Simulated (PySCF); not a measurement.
# CH3ClLiN, a complex of two parts: interaction energy

What interaction energy should one expect for `[Li][Cl]` with `C=N`?

Computed with PySCF 2.14.0; each step states its level. No surroundings beyond the atoms listed, unless a continuum is named. Atoms count from 0, parts from 1.

### Step 1. Starting point

7 atoms, charge 0, multiplicity 1; geometry: GFN2-xTB. Parts: 1 = atoms 0–1, `[Li][Cl]`, charge 0; 2 = atoms 2–6, `C=N`, charge 0.

### Step 2. Optimising the geometry at PBE0-D3(BJ)/def2-SVPD

What the job is given:

```
{"job": {"xc": "PBE0", "basis": "def2-SVPD", "d3": "d3bj", "grid": 2, "kind": "geom", "shake": 0.01}, "charge": 0, "multiplicity": 1, "parts": [{"atoms": "0-1", "charge": 0, "multiplicity": 1}, {"atoms": "2-6", "charge": 0, "multiplicity": 1}]}
Li    -1.653148     0.031385    -0.772278
Cl     0.320986     0.012752    -0.661188
C     -2.334627    -2.398218     0.205790
N     -2.939848    -1.420859    -0.228303
H     -1.238040    -2.319603     0.223356
H     -2.763265    -3.320300     0.578498
H     -3.972774    -1.558945    -0.218834
```

On the command line:

```console
$ OMP_NUM_THREADS=1 python cluster_run.py task.json out
```

This one command runs all jobs of the session in turn.

**Question.** The jobs that follow are: CCSD(T)/aug-cc-pVDZ and MP2/aug-cc-pVTZ counterpoise interaction energy, frozen core, gas phase. Predict: point group; rotational constants (main isotopes); interaction energy, CCSD(T) limit estimate; MP2/aug-cc-pVTZ; T1 diagnostic.

As calculated:

```
                                  quantity                  value
                               point group                     Cs
      rotational constants (main isotopes)  19.35, 2.60, 2.29 GHz
interaction energy, CCSD(T) limit estimate        -24.21 kcal/mol
                           MP2/aug-cc-pVTZ        -24.20 kcal/mol
                             T1 diagnostic                 0.0115
```

The optimisation took 6 steps and gained 0.169 eV; among the close pairs (by a distance rule), Li0–Cl1 changed most, from 1.977 to 2.100 Å. No frequency check was run at this level, so the end point may be a saddle. The interaction energy leaves out the deformation of the parts, 0.53 kcal/mol (MP2); added to the CCSD(T) estimate it gives a binding of about -23.68 kcal/mol. The estimate adds CCSD(T) less MP2 in the small basis (+0.33 kcal/mol) to extrapolated MP2. Hartree-Fock gives -23.80 against -24.21 kcal/mol.
